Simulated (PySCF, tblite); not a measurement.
# C3H8BFS: geometry, infrared bands and NMR shifts

What infrared bands and NMR shifts should C3H8BFS (`C=C[S@@+](C)[BH2-]F`) show?

The runs use tblite 0.8.0 and PySCF 2.14.0, with density-fitted response routines of our own; the level of theory stands in each step. All values are computed, except where a source is named. Atoms are numbered from 0 throughout.

### 1 Starting geometry

14 atoms, charge 0, multiplicity 1; geometry from: force field or distance geometry start.

Bonds of the start (Å): C0–C1 1.33, C1–S2 1.73, S2–C3 1.78, S2–B4 1.86, B4–F5 1.45, C0–H6 1.08, C0–H7 1.08, C1–H8 1.12, C3–H9 1.09, C3–H10 1.13, C3–H11 1.11, B4–H12 1.20, B4–H13 1.19.

### 2 Optimising the geometry with GFN2-xTB

The job: settings as JSON, then the geometry in Å.

```
{"job": {"kind": "relax", "xc": "GFN2-xTB", "basis": "xTB"}, "charge": 0, "multiplicity": 1}
C      2.301800    -0.319500    -0.669600
C      1.376300     0.111100     0.188500
S     -0.217400     0.535000    -0.333600
C     -1.150100    -0.843000    -0.972800
B     -1.148700     1.112900     1.172500
F     -1.036900     0.092400     2.202300
H      3.300600    -0.590100    -0.376700
H      2.046100    -0.391100    -1.716200
H      1.622200     0.191600     1.274200
H     -0.675400    -1.354400    -1.804100
H     -1.444700    -1.535000    -0.128500
H     -2.116000    -0.418400    -1.332200
H     -0.578300     2.077200     1.591000
H     -2.280100     1.330700     0.883100
```

The run is started by

```
OMP_NUM_THREADS=1 python probes_run.py task.json out
```

The driver reads the jobs from task.json and runs them one after another.

**Question.** This job is followed by: GFN2-xTB harmonic vibrations, gas phase; GIAO PBE0/pcSseg-1 NMR shielding, non-relativistic, gas phase. Predict these results of the whole session: strongest single infrared mode (GFN2-xTB); zero-point energy (GFN2-xTB); ¹³C shifts against TMS (PBE0/pcSseg-1); ¹H shifts against TMS (PBE0/pcSseg-1, means over atoms taken as alike); ³³S shifts against CS2 (PBE0/pcSseg-1); ¹¹B shifts against BF3·OEt2 (PBE0/pcSseg-1); ¹⁹F shifts against CFCl3 (PBE0/pcSseg-1).

As calculated:

| quantity | value |
| --- | --- |
| strongest single infrared mode (GFN2-xTB) | 2519 cm⁻¹, 189 km/mol |
| zero-point energy (GFN2-xTB) | 65.0 kcal/mol |
| ¹³C shifts against TMS (PBE0/pcSseg-1) | 143.5, 137.5, 30.2 ppm |
| ¹H shifts against TMS (PBE0/pcSseg-1, means over atoms taken as alike) | 7.08, 6.33, 6.07, 3.91, 3.67, 2.39 ppm |
| ³³S shifts against CS2 (PBE0/pcSseg-1) | 39 ppm |
| ¹¹B shifts against BF3·OEt2 (PBE0/pcSseg-1) | 0.5 ppm |
| ¹⁹F shifts against CFCl3 (PBE0/pcSseg-1) | -229.7 ppm |

In words: Relaxing lowered the energy by 0.597 eV in 56 steps; the close pair that moved most is S2–B4, from 1.863 to 2.072 Å. The lowest mode is imaginary (64i cm⁻¹), so the xTB geometry is not a minimum. The strongest single mode, at 2519 cm⁻¹, moves mainly H13 and H12. Unscaled tight-binding wavenumbers are off by several per cent, some by more. Its intensities can rank the bands wrongly. The most deshielded carbon is C1 (alkene CH), at 143.5 ppm: an sp2 carbon of a C=C bond. H8 (hydrogen on an alkene CH) lies farthest downfield among hydrogen, at 7.08 ppm; olefinic region. At PBE0/pcSseg-1: The largest span, 232 ppm, is at C0, where the paramagnetic term is -205 ppm.
